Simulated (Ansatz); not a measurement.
The system is Cd2S.

```xyz
3
Lattice="3.9627 0.0000 0.0000 -1.9813 3.4318 0.0000 0.0000 0.0000 5.8092" Properties=species:S:1:pos:R:3 pbc="T T T"
Cd    0.0000    2.2878    5.4183
Cd    1.9813    1.1439    3.3620
S     0.0000    2.2878    2.1245
```

The cell comes from a database or a generator and needn't be the stable form of this composition.

Base run:

| Property | Result |
| --- | --- |
| Program | Ansatz 0.2.0 |
| Functional | PBE |
| Potentials or basis | Ansatz PAW |
| Cutoff | 420 eV |
| Density cutoff | 1680 eV |
| k mesh | 8 × 8 × 5 |
| Occupations | fermi-dirac, width 0.05 eV |
| Spin | no spin polarisation |

Its results: pressure -0.1 GPa; largest force 0.075 eV/Å.

The run is repeated on the same cell with these changes: functional from PBE to LDA. What comes out?

Pressure -4.9 GPa; largest force 0.169 eV/Å.

LDA binds more tightly than PBE, so the same cell stands under less pressure.

Caveats: the PAW data sets come from PBE, with cores solved anew for the run's functional, which leaves a small shift of forces and pressure (some runs).

Not every run made on this cell is shown here.
